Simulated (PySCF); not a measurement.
**[Nd(S2)2]−: other functionals and bases at one geometry**

The task here is to estimate one member of a computed series from the others.

Method: several levels, as the steps say, no spin–orbit coupling; program: PySCF 2.14.0.

2 further runs of the same task are left out: 2 for a known fault of the program.

## The system as given

5 atoms, charge -1, spin multiplicity 1.

Bond lengths: Nd1–S2 2.683 Å, Nd1–S3 2.683 Å, Nd1–S4 2.683 Å, Nd1–S5 2.683 Å, S2–S3 2.196 Å, S4–S5 2.196 Å. Angles: S2–Nd1–S3 48.3°, S2–Nd1–S4 146.4°, S2–Nd1–S5 146.4°, S3–Nd1–S4 146.4°, S3–Nd1–S5 146.4°, S4–Nd1–S5 48.3°, Nd1–S2–S3 65.8°, Nd1–S3–S2 65.8°, Nd1–S4–S5 65.8°, Nd1–S5–S4 65.8°.

Geometry (Å):

```
Nd    0.0000    0.0000    0.0000
S     0.7762    0.7762    2.4480
S    -0.7762   -0.7762    2.4480
S     0.7762   -0.7762   -2.4480
S    -0.7762    0.7762   -2.4480
```

Formal oxidation states: Nd +3. Each metal's 3 4f electrons lie in its core potential, so multiplicities, spins and levels count the valence alone. An earlier session relaxed this geometry at BP86, Nd lcecp-1-SVP with ECP49, S def2-SVP (singlet, point group D2d).

At BP86 on the finer grid: E = -1626.673847 Eh, HOMO -0.35 eV, LUMO 1.30 eV, Mulliken charge on Nd1 +0.54 e, largest force component 0.002 eV/Å. 

Levels to run: PBE0; B3LYP; HF; BLYP; BP86, TZVP. Hardware: 2 threads of Intel Xeon at 2.50GHz (Skylake/Cascade Lake), shared host.

Set-up of the first run:

Contents of run.py (the lines that set the calculation):

```python
mol = gto.M(atom='''
Nd     0.00000     0.00000     0.00000
S      0.77623     0.77623     2.44800
S     -0.77623    -0.77623     2.44800
S      0.77623    -0.77623    -2.44800
S     -0.77623     0.77623    -2.44800''',
    basis={'Nd': 'lcecp-1-SVP', 'S': 'def2-SVP'},
    ecp={'Nd': 'lcecp-1-SVP'},
    charge=-1, spin=0)
mf = dft.RKS(mol, xc='PBE0')
mf.grids.atom_grid = (75, 302)  # f atoms: unpruned, at least (60, 302)
mf = mf.density_fit()  # fitting sets: Nd AutoAux, S def2-universal-JKFIT
mf.conv_tol = 1e-08; mf.max_cycle = 55
mf.kernel(dm0)  # dm0: the density of the relaxed state
```

The run is started by

```bash
OMP_NUM_THREADS=2 python run.py
```

Among the steps run: PBE0; B3LYP; HF; BLYP; BP86, TZVP.

One table of the session follows, with a row left open; its other results are not shown here.

| level | HOMO (eV) | gap (eV) | charge on Nd1 (e) | largest force component (eV/Å) |
| --- | --- | --- | --- | --- |
| BP86 (relaxed here) | -0.35 | 1.65 | 0.54 | 0.00 |
| PBE0 | -1.38 | 3.30 | 0.73 | 0.31 |
| B3LYP | -1.06 | 2.79 | 0.62 | 0.02 |
| HF | ? | ? | ? | ? |
| BLYP | 0.00 | 1.45 | 0.47 | 0.26 |
| BP86, TZVP | -0.71 | 1.80 | 1.07 | 0.32 |

Estimate the missing values for HF.

The run gave: HOMO (eV): -3.89; gap (eV): 7.87; charge on Nd1 (e): 1.09; largest force component (eV/Å): 0.16. In the column «HOMO (eV)» it is the lowest.

In one basis the HOMO–LUMO gap runs from 1.45 eV (BLYP) to 7.87 eV (HF). The largest leftover force, 0.32 eV/Å with BP86, TZVP, stands at a geometry relaxed at another level. With 4f in the core, its levels are missing from HOMO and gap, and its count is fixed, so no charge can pass from the ligands into it. Total energies of different levels can't be compared.
